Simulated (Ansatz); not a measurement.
**The tellurium atom (triplet): the correlation ladder, def2-TZVPP**

How much of the correlation energy of the tellurium atom (triplet) does each wave-function method recover here?

Method: def2-TZVPP, core rule «outside noble gas», up to 9 orbitals frozen; program: Ansatz 0.2.0, Gaussian basis.

To be run: UHF; CCSD(T) on ROHF; CCSD(T) on UHF; BCCD(T) on ROHF; CISD; CCSDT(Q) on ROHF; CCSDT(Q) on UHF; CASSCF and MRCISD+Q, 6 electrons in 4 orbitals; CASSCF and MRCISD+Q(relaxed), 6 electrons in 4 orbitals; CASSCF and NEVPT4(SD), 6 electrons in 4 orbitals; CASSCF and NEVPT2, 6 electrons in 4 orbitals; Full CI.

## (1) The atom

A free atom, in its lowest state of this spin that the program finds. No spin-orbit coupling is included. Elements past krypton take def2 core potentials.

1 atom, charge 0, spin multiplicity 3.

## (2) UHF

Contents of in.yaml:

```yaml
crystal:
  periodic: [false, false, false]
  atoms:
    - {symbol: Te, position_ang: [0.000000, 0.000000, 0.000000]}
basis:
  gaussian: {orbitals: def2-TZVPP}
magnetization: {spin_polarized: true, initial_magnetization: 2}
hamiltonian: {xc: hf}
output: {orbitals: {seedname: orbitals}}
```

Started as:

```bash
ansatz run in.yaml --threads 1 --pin off --events-out ev --progress --plain --max-ram 2393MiB
```

The runs that follow: CCSD(T) on ROHF; CCSD(T) on UHF; BCCD(T) on ROHF; CISD; CCSDT(Q) on ROHF; CCSDT(Q) on UHF; CASSCF and MRCISD+Q, 6 electrons in 4 orbitals; CASSCF and MRCISD+Q(relaxed), 6 electrons in 4 orbitals; CASSCF and NEVPT4(SD), 6 electrons in 4 orbitals; CASSCF and NEVPT2, 6 electrons in 4 orbitals; Full CI.

Q: Predict the results of all the runs planned. Wanted: FCI below the RHF energy; RMP2 from FCI; UMP2 from FCI; RCCSD from FCI; RCCSD(T) from FCI; UCCSD(T) from FCI; RCCSDT(Q) from FCI; UCCSDT(Q) from FCI; NEVPT2 valence from FCI.

**Answer**, as computed:

| quantity | value |
| --- | --- |
| FCI below the RHF energy | -2.9945 eV |
| RMP2 from FCI | +12.63 kcal/mol |
| UMP2 from FCI | +12.87 kcal/mol |
| RCCSD from FCI | +2.45 kcal/mol |
| RCCSD(T) from FCI | +0.39 kcal/mol |
| UCCSD(T) from FCI | +0.04 kcal/mol |
| RCCSDT(Q) from FCI | -0.02 kcal/mol |
| UCCSDT(Q) from FCI | -0.37 kcal/mol |
| NEVPT2 valence from FCI | +16.84 kcal/mol |
| NEVPT4(SD) valence from FCI | +1.97 kcal/mol |
| MRCISD+Q valence from FCI | +0.32 kcal/mol |
| levels within 1 kcal/mol (43 meV) | RCCSD(T), UCCSD(T), BCCD(T), RCCSDT, UCCSDT, RCCSDT(Q), UCCSDT(Q), MRCISD+Q valence, MRCISD+Q(relaxed) valence |
| T1 diagnostic | 0.015 |
| effectively unpaired electrons | 2.03 |

What this shows: RCCSD(T) misses by +0.39 kcal/mol, 0.6 % of the correlation energy. UCCSDT, UCCSDT(Q) fall below full CI: unrestricted runs freeze a spin-polarised core, another one than full CI's, and coupled cluster isn't variational. One determinant dominates. Of the multireference levels listed MRCISD+Q valence comes nearest in total energy (+0.32 kcal/mol), which doesn't show that its space is the better one. These misses are within one basis, not against nature; the frozen cores of restricted and unrestricted runs differ, which can shift their rows.
